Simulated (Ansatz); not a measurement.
**Pt: energy and stress against strain**

The task, for Pt: strain the cell along the Voigt pattern (1, 0, 0, 0, 0, 0).

Program: Ansatz 0.2.0. Level of theory: DFT PBEsol, scalar-relativistic, plane waves, PAW. These are calculated values, not measurements.

1 further run of the same task is left out (set aside as unsound or not needed).

## (1) Starting point

The structure is hexagonal, space group P6_3/mmc (No. 194). Conventional cell: a = 2.761 Å, b = 2.761 Å, c = 4.792 Å, α = 90.00°, β = 90.00°, γ = 120.00°. Pt (site symmetry -6m2) has 12 Pt at 2.76 to 2.88 Å in its first shell of neighbours.

Coordinates:

```
CELL_PARAMETERS angstrom
2.76067 0.00000 0.00000
-1.38033 2.39081 0.00000
0.00000 0.00000 4.79213
ATOMIC_POSITIONS crystal
Pt 0.66667 0.33333 0.75000
Pt 0.33333 0.66667 0.25000
```

It goes back to an entry of the Materials Project, which need not be the stable form.

The cell is taken as given, not relaxed at this level.

## (2) Zero of energy

Reference values: F = -24767.4857 eV; pressure -10.81 GPa; largest force 0.000 eV/Å; gap on the mesh none (metal). It was computed beforehand with the settings of the runs below.

## (3) Setting up energy and stress against strain

The cell is strained by ε times the Voigt pattern (1, 0, 0, 0, 0, 0) (xx, yy, zz, yz, xz, xy; engineering shear), with fractional coordinates fixed (clamped ions). The stress on the pattern is the sum of the stress components weighted by it, tension positive.

## (4) ε = -0.1500

input.yaml reads:

```yaml
crystal:
  lattice:
    - [2.3465657734, 0.0, 0.0]
    - [-1.1732828867, 2.3908065546, 0.0]
    - [0.0, 0.0, 4.792134]
  atoms:
    - { symbol: Pt, position: [0.6666666667, 0.3333333333, 0.75] }
    - { symbol: Pt, position: [0.3333333333, 0.6666666667, 0.25] }
basis:
  ecutwfc: 420
kpoints:
  mp_grid: { grid: [18, 18, 10] }
hamiltonian:
  xc: pbesol
scf:
  occupations: { method: gaussian, width: 0.15 }
output:
  forces: true
  stress: true
  eigenvalues: true
```

On the command line:

```bash
$ ansatz run input.yaml --threads 1 --pin off --max-ram 2560MiB --backend cpu --events-out ev --progress --plain --runs-dir out
```

## (5) ε = 0.1125

Changes to input.yaml since step 4:

```diff
@@ -2,4 +2,4 @@
   lattice:
-    - [2.3465657734, 0.0, 0.0]
-    - [-1.1732828867, 2.3908065546, 0.0]
+    - [3.0712404976, 0.0, 0.0]
+    - [-1.5356202488, 2.3908065546, 0.0]
     - [0.0, 0.0, 4.792134]
```

## (6) ε = -0.0750

Changes to input.yaml since step 5:

```diff
@@ -2,4 +2,4 @@
   lattice:
-    - [3.0712404976, 0.0, 0.0]
-    - [-1.5356202488, 2.3908065546, 0.0]
+    - [2.5536156946, 0.0, 0.0]
+    - [-1.2768078473, 2.3908065546, 0.0]
     - [0.0, 0.0, 4.792134]
```

## (7) At ε = 0.0375

Changes to input.yaml since step 6:

```diff
@@ -2,4 +2,4 @@
   lattice:
-    - [2.5536156946, 0.0, 0.0]
-    - [-1.2768078473, 2.3908065546, 0.0]
+    - [2.8641905764, 0.0, 0.0]
+    - [-1.4320952882, 2.3908065546, 0.0]
     - [0.0, 0.0, 4.792134]
```

## (8) Point ε = 0.1500

Changes to input.yaml since step 7:

```diff
@@ -2,4 +2,4 @@
   lattice:
-    - [2.8641905764, 0.0, 0.0]
-    - [-1.4320952882, 2.3908065546, 0.0]
+    - [3.1747654581, 0.0, 0.0]
+    - [-1.5873827291, 2.3908065546, 0.0]
     - [0.0, 0.0, 4.792134]
```

## (9) ε = -0.1125

Changes to input.yaml since step 8:

```diff
@@ -2,4 +2,4 @@
   lattice:
-    - [3.1747654581, 0.0, 0.0]
-    - [-1.5873827291, 2.3908065546, 0.0]
+    - [2.450090734, 0.0, 0.0]
+    - [-1.225045367, 2.3908065546, 0.0]
     - [0.0, 0.0, 4.792134]
```

## (10) At ε = 0.0750

Changes to input.yaml since step 9:

```diff
@@ -2,4 +2,4 @@
   lattice:
-    - [2.450090734, 0.0, 0.0]
-    - [-1.225045367, 2.3908065546, 0.0]
+    - [2.967715537, 0.0, 0.0]
+    - [-1.4838577685, 2.3908065546, 0.0]
     - [0.0, 0.0, 4.792134]
```

## (11) ε = -0.0375

Changes to input.yaml since step 10:

```diff
@@ -2,4 +2,4 @@
   lattice:
-    - [2.967715537, 0.0, 0.0]
-    - [-1.4838577685, 2.3908065546, 0.0]
+    - [2.6571406552, 0.0, 0.0]
+    - [-1.3285703276, 2.3908065546, 0.0]
     - [0.0, 0.0, 4.792134]
```

## (12) Point ε = 0.1312

Changes to input.yaml since step 11:

```diff
@@ -2,4 +2,4 @@
   lattice:
-    - [2.6571406552, 0.0, 0.0]
-    - [-1.3285703276, 2.3908065546, 0.0]
+    - [3.1228649446, 0.0, 0.0]
+    - [-1.5614324723, 2.3908065546, 0.0]
     - [0.0, 0.0, 4.792134]
```

(Steps that only read results are left out.)

Before running it: what results should come out? Wanted: slope of the stress at ε = 0, over ±0.0375.

As calculated:

```
                                  quantity    value
slope of the stress at ε = 0, over ±0.0375  391 GPa
```

What this shows: The slope of the stress at zero strain, 391 GPa, estimates C11 with clamped ions in this Cartesian frame; letting the atoms relax could not make it stiffer. The step is wide, so higher orders mix in. The reference stands under -10.8 GPa, so this is no zero-stress constant. The undisturbed cell is not the lowest point: the energy is 8.4 meV/atom lower at ε = -0.0375; the cell was taken as given and not relaxed at this level. Compression costs more than tension: 700.5 against 366.7 meV/atom at the ends. Spin-orbit coupling is left out for Pt.
